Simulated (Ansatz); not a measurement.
C₂H₆GeO, SMILES C[CH2][Ge][OH], a comparison of dispersion corrections

Program: the Python package of Ansatz (0.2.0).

Typed at the interpreter:
```pycon
>>> import warnings
>>> import ansatz as az
>>> warnings.simplefilter('ignore', az.DeckWarning)
>>> mol = (
...     az.Crystal.molecule()
...     .atom('C', [-1.1033, 0.3161, -0.0331])
...     .atom('C', [-0.1101, -0.4392, 0.7201])
...     .atom('Ge', [1.1274, -1.2602, -0.5247])
...     .atom('O', [2.0667, 0.0194, -1.4596])
...     .atom('H', [-1.7113, -0.3123, -0.7513])
...     .atom('H', [-1.867, 0.8357, 0.6686])
...     .atom('H', [-0.6378, 1.1716, -0.6264])
...     .atom('H', [-0.5655, -1.2146, 1.308])
...     .atom('H', [0.4496, 0.2534, 1.4528])
...     .atom('H', [2.4344, 0.5789, -0.7514])
... )
>>> calculation = mol.calculation().basis(gaussian='def2-SVP').accuracy('high')
>>> for name in ['b3lyp', 'r2scan']:
...     for correction in ('d3bj', 'd4'):
...         rep = calculation.functional(name, dispersion=correction).run(threads=1).report
...         print(f'{name:8s} {correction:5s} total {rep["free_energy_ev"]:.5f} eV, of which dispersion {1000 * rep["dispersion"]["energy"]["ev"]:.2f} meV')
...
b3lyp    d3bj  total -60727.93357 eV, of which dispersion -352.46 meV
b3lyp    d4    total -60727.88988 eV, of which dispersion -308.77 meV
r2scan   d3bj  total -60723.65184 eV, of which dispersion -53.72 meV
r2scan   d4    total -60723.64357 eV, of which dispersion -45.45 meV
```

Notes:
- The settings weren't tested for convergence.
- The geometry is a force-field or estimated start, not a minimum of this method, and the basis set is short of its limit. D4 holds the three-body term, and d3bj doesn't.
- b3lyp holds the VWN-RPA fit, as in Gaussian; the form of ORCA and Turbomole is b3lyp5.
- A dispersion term here runs with damping parameters fitted for another variant or functional.
- The script silences the warnings on its input, which a real study should read.
- The whole script took 51 s on 1 thread of Arm Neoverse V2 (shared host), peak memory 0.47 GiB.
